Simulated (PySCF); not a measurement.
# C3H8OSi: the cost of one run

Computed with PySCF 2.14.0, with density-fitted response routines of our own, on a single molecule in the gas phase. Atoms count from 0, in the outputs and in this text.

## 1. The molecule as given

13 atoms, charge 0, multiplicity 1; geometry from: GFN2-xTB. The atoms were then displaced at random by about 0.01 Å, so the start is not that level's minimum.

Bonds of the start (Å): C0–C1 1.47, C1–C2 1.32, C2–O3 1.40, O3–Si4 1.59, C0–H5 1.13, C0–H6 1.09, C0–H7 1.07, C1–H8 1.10, C2–H9 1.07, Si4–H10 1.44, Si4–H11 1.46, Si4–H12 1.47.

## 2. Relaxing the molecule at PBE0-D3(BJ)/def2-SVP

The job: settings as JSON, then the geometry in Å.

```
{"job": {"xc": "PBE0", "basis": "def2-SVP", "d3": "d3bj", "grid": 1, "shake": 0.01, "kind": "geom"}, "charge": 0, "multiplicity": 1}
C     -2.272940     0.110160     0.192650
C     -0.808370     0.151320     0.128210
C     -0.090500    -0.797160    -0.435370
O      1.306990    -0.814710    -0.515400
Si     2.434880     0.196890    -0.026250
H     -2.708410     0.980690    -0.373590
H     -2.624070     0.226460     1.219490
H     -2.670130    -0.782080    -0.234750
H     -0.312350     1.017050     0.590650
H     -0.521370    -1.674910    -0.870010
H      3.591050    -0.523780    -0.494360
H      2.291530     1.525670    -0.623000
H      2.389510     0.367510     1.431430
```

The run is started by

```
OMP_NUM_THREADS=1 python probes_run.py task.json out
```

The driver reads the jobs from task.json and runs them one after another.

Q: Estimate the wall time and peak memory of this first job on 1 thread of Arm Neoverse V1, shared host.

About 47 s, with a peak of 0.46 GiB.
